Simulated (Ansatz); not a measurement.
**CH3ClN2Si: one species, many methods**

An exercise on one series of results from a longer session: the logs are not shown, and one member is left open.

The runs use Ansatz 0.2.0, Gaussian basis; functionals in def2-TZVPP, the program's frozen cores in correlated methods.

The runs, in order: LDA (SPW92), PBE-D4, revPBE-D4, BLYP-D4, r2SCAN-D4, B97M-V, PBE0-D4, B3LYP-D4, r2SCANh-D4, r2SCAN0-D4, HSE06-D4, BHLYP-D4, CAM-B3LYP-D4, LC-ωPBE, ωB97X-V, ωB97M-V, B2PLYP, PBE-QIDH; CCSD(T)/def2-SVP; CCSD(T)/def2-TZVPP; MP2/def2-QZVPP; extrapolation to the limit; RPA on PBE.

**The relaxed structure**

The geometry comes from an earlier relaxation with PBE0-D4 in a triple-zeta def2 set; it is a stationary point, not always the lowest conformer.

SMILES `N[SiH]1N=C1Cl`, 8 atoms, charge 0, spin multiplicity 1.

Atoms are counted from 1 here; the program's logs count them from 0.

Bond lengths: N1–Si2 1.683 Å, N1–H6 1.006 Å, N1–H7 1.005 Å, Si2–N3 1.775 Å, Si2–C4 1.766 Å, Si2–H8 1.472 Å, N3–C4 1.276 Å, C4–Cl5 1.726 Å. Angles: Si2–N1–H6 124.1°, Si2–N1–H7 122.3°, H6–N1–H7 113.6°, N1–Si2–N3 121.5°, N1–Si2–C4 124.8°, N1–Si2–H8 109.0°, N3–Si2–C4 42.3°, N3–Si2–H8 120.2°, C4–Si2–H8 123.6°, Si2–N3–C4 68.5°, Si2–C4–N3 69.3°, Si2–C4–Cl5 162.8°, N3–C4–Cl5 127.7°.

The first run:

Input file in.yaml:

```yaml
crystal:
  periodic: [false, false, false]
  atoms:
    - {symbol: N, position_ang: [-0.538728, -0.106628, 1.412843]}
    - {symbol: Si, position_ang: [0.544842, -0.003021, 0.128840]}
    - {symbol: N, position_ang: [0.321999, 1.174110, -1.180872]}
    - {symbol: C, position_ang: [0.089869, -0.016496, -1.577347]}
    - {symbol: Cl, position_ang: [-0.453027, -0.524052, -3.135456]}
    - {symbol: H, position_ang: [-1.528939, 0.046764, 1.329183]}
    - {symbol: H, position_ang: [-0.241004, -0.305438, 2.352096]}
    - {symbol: H, position_ang: [1.897288, -0.322341, 0.615014]}
basis:
  gaussian: {orbitals: def2-TZVPP}
hamiltonian: {xc: lda}
output: {orbitals: {seedname: orbitals}}
```

On the command line:

```sh
ansatz run in.yaml --threads 2 --pin off --events-out ev --progress --plain --max-ram 4352MiB
```

Among the steps run: LDA; PBE-D4 (GGA); revPBE-D4 (GGA); BLYP-D4 (GGA); r2SCAN-D4 (meta-GGA); B97M-V (meta-GGA); PBE0-D4 (hybrid); B3LYP-D4 (hybrid); r2SCANh-D4 (hybrid); r2SCAN0-D4 (hybrid); HSE06-D4 (hybrid); BHLYP-D4 (hybrid); CAM-B3LYP-D4 (range-separated); LC-ωPBE (range-separated); ωB97X-V (range-separated); ωB97M-V (range-separated); B2PLYP (double hybrid); PBE-QIDH (double hybrid).

One of the session's tables, all rows but one given; the rest of the session is left out.

It belongs to the step «Frontier levels by functional». 

```
  functional  HOMO (eV)  gap (eV)
 LDA (SPW92)      -5.61      3.60
      PBE-D4      -5.44      3.69
   revPBE-D4      -5.37      3.72
     BLYP-D4      -5.31      3.72
   r2SCAN-D4      -5.67      4.11
      B97M-V      -5.74      4.31
     PBE0-D4      -6.69      6.02
    B3LYP-D4      -6.48      5.59
  r2SCANh-D4      -6.14      4.98
  r2SCAN0-D4      -6.85      6.29
    HSE06-D4      -6.29      5.24
    BHLYP-D4      -7.87      8.38
CAM-B3LYP-D4      -8.03      8.57
     LC-ωPBE          ?         ?
     ωB97X-V      -8.99     10.63
     ωB97M-V      -8.87     10.38
```

Q: Estimate the row for LC-ωPBE from the others.

**Answer.** HOMO (eV): -9.33; gap (eV): 11.06. In the column «HOMO (eV)» it is the lowest.
